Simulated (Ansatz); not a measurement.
# Si2H5OF (SMILES O[SiH](F)[SiH3]): HF/STO-3G

Aim: the electronic atomisation energy of Si2H5OF at HF/STO-3G, from 5 runs. 

The results are computed with Ansatz 0.2.0.

75 further runs of the same task are left out: 75 set aside as unsound or not needed.

## 1. Starting point

The species is Si2H5OF (9 atoms), meant as a singlet with charge 0. As SMILES, `O[SiH](F)[SiH3]`. The coordinates come from a PBE0-D4/def2-TZVP relaxation. This is one conformer, not always the lowest.

Bond lengths: O1–Si2 1.636 Å, Si2–F3 1.603 Å, Si2–Si4 2.339 Å, O1–H5 0.959 Å, Si2–H6 1.488 Å, Si4–H7 1.487 Å, Si4–H8 1.487 Å, Si4–H9 1.486 Å. Some angles: O1–Si2–F3 110.2°, O1–Si2–Si4 106.9°, F3–Si2–Si4 109.3°, O1–Si2–H6 110.6°, F3–Si2–H6 105.0°, Si4–Si2–H6 114.9°, Si2–O1–H5 118.9°, Si2–Si4–H7 109.6°, Si2–Si4–H8 109.5°, Si2–Si4–H9 110.3°.

## 2. The energy at HF/STO-3G

File job.yaml:

```yaml
crystal:
  periodic: [false, false, false]
  atoms:
    - symbol: O
      position_ang: [-0.392500, -0.610800, 1.768100]
    - symbol: Si
      position_ang: [-0.831500, -0.160600, 0.257700]
    - symbol: F
      position_ang: [-1.775600, 1.133800, 0.319400]
    - symbol: Si
      position_ang: [1.135000, 0.371100, -0.891700]
    - symbol: H
      position_ang: [-1.050500, -1.005600, 2.343000]
    - symbol: H
      position_ang: [-1.664600, -1.215400, -0.380600]
    - symbol: H
      position_ang: [0.798700, 0.860600, -2.255200]
    - symbol: H
      position_ang: [1.981700, -0.845200, -1.013900]
    - symbol: H
      position_ang: [1.887800, 1.425600, -0.163800]
basis:
  gaussian: {orbitals: STO-3G}
hamiltonian: {xc: hf}
accuracy: high
output: {orbitals: {seedname: orbitals}}
```

Command:

```console
$ ansatz run job.yaml --threads 1 --pin off --max-ram 3480MiB --events-out events.jsonl --progress --plain --runs-dir runs
```

Log:

```text
Warning: RAYON_NUM_THREADS=1 ignored (pool sized by the plan → 1); use --threads N
Functional definition: HF
  name "HF"
  exchange = exact_x
  correlation = 0
668 factors; integrals over basis functions are off by at most 5.9e-9 eV
mean field evaluation 1: about -20297.8178 eV, gradient 2.5e1 eV
mean field evaluation 2: about -20297.8766 eV, gradient 2.5e1 eV
mean field evaluation 4: about -20300.4624 eV, gradient 1.3e0 eV
mean field evaluation 8: about -20300.4724 eV, gradient 3.3e-5 eV
mean field -20300.47237066 eV, -746.0285994675 hartree, gradient 2.4e-8 eV, S^2 0.000000; 0 other end points of the search recorded, 0 dependent functions left out
reference -20300.47237066 eV, -746.0285994675 hartree; 25, 25 occupied and 8, 8 virtual orbitals, 668 factors
Total energy: -20300.47237066 eV, -746.0285994675 hartree
```

Wall time 0.24 s (1 thread of Intel Xeon 6975P-C (Granite Rapids), shared host).

## 3. The F atom

File input.yaml:

```yaml
crystal:
  periodic: [false, false, false]
  atoms:
    - {symbol: F, position_ang: [0.000000, 0.000000, 0.000000]}
basis:
  gaussian: {orbitals: STO-3G}
magnetization: {spin_polarized: true, initial_magnetization: 1}
hamiltonian: {xc: hf}
accuracy: high
```

Command:

```console
$ ansatz run input.yaml --threads 1 --pin off --max-ram 3480MiB --events-out events.jsonl --progress --plain --runs-dir runs
```

Log:

```text
Warning: RAYON_NUM_THREADS=1 ignored (pool sized by the plan → 1); use --threads N
Functional definition: HF
  name "HF"
  exchange = exact_x
  correlation = 0
15 factors; integrals over basis functions are off by at most 1.2e-9 eV
mean field evaluation 1: about -2666.3486 eV, gradient 1.8e-14 eV
mean field evaluation 2: about -2666.3486 eV, gradient 0.0e0 eV
mean field -2666.34863534 eV, -97.9865050328 hartree, gradient 0.0e0 eV, S^2 0.750000; 2 other end points of the search recorded, 0 dependent functions left out
reference -2666.34863534 eV, -97.9865050328 hartree; 5, 4 occupied and 0, 1 virtual orbitals, 15 factors
Total energy: -2666.34863534 eV, -97.9865050328 hartree
```

It took 0.04 s on 1 thread of Intel Xeon 6975P-C (Granite Rapids), shared host.

## 4. The H atom, same level

File run.yaml:

```yaml
crystal:
  periodic: [false, false, false]
  atoms:
    - {symbol: H, position_ang: [0.000000, 0.000000, 0.000000]}
basis:
  gaussian: {orbitals: STO-3G}
hamiltonian: {xc: hf}
magnetization: {spin_polarized: true, initial_magnetization: 1}
accuracy: high
```

Run the same way, it converges to -0.46658 Eh (log not shown).

## 5. The O atom at the same level

File molecule.yaml:

```yaml
basis:
  gaussian: {orbitals: STO-3G}
crystal:
  periodic: [false, false, false]
  atoms:
    - {symbol: O, position_ang: [0.000000, 0.000000, 0.000000]}
magnetization: {spin_polarized: true, initial_magnetization: 2}
hamiltonian: {xc: hf}
accuracy: high
```

Run the same way, it converges to -73.80415 Eh (log not shown).

## 6. The Si atom

File molecule.yaml:

```yaml
crystal:
  periodic: [false, false, false]
  atoms:
    - {symbol: Si, position_ang: [0.000000, 0.000000, 0.000000]}
basis:
  gaussian: {orbitals: STO-3G}
magnetization: {spin_polarized: true, initial_magnetization: 2}
hamiltonian: {xc: hf}
accuracy: high
```

Run the same way, it converges to -285.46622 Eh (log not shown).

## 7. Outcome

At HF/STO-3G:

| quantity | value |
| --- | --- |
| molecule: total energy | -746.02860 Eh |
| molecule: HOMO energy | -8.44 eV |
| molecule: LUMO energy | 10.59 eV |
| molecule: HOMO–LUMO gap | 19.03 eV |
| F atom: total energy | -97.98651 Eh |
| F atom: ⟨S²⟩ | 0.750 |
| H atom: total energy | -0.46658 Eh |
| H atom: ⟨S²⟩ | 0.750 |
| O atom: total energy | -73.80415 Eh |
| O atom: ⟨S²⟩ | 2.000 |
| Si atom: total energy | -285.46622 Eh |
| Si atom: ⟨S²⟩ | 2.000 |
| electronic atomisation energy | 26.466 eV |

In words: Taking the molecule apart into free atoms costs 26.47 eV (610 kcal/mol), before zero-point energy and without spin-orbit coupling. Hartree–Fock lacks the correlation of the bonding pairs, which as a rule makes this value much too low; in minimal bases other errors can mask that. In a minimal basis such a difference can be off by several eV, whatever the method.
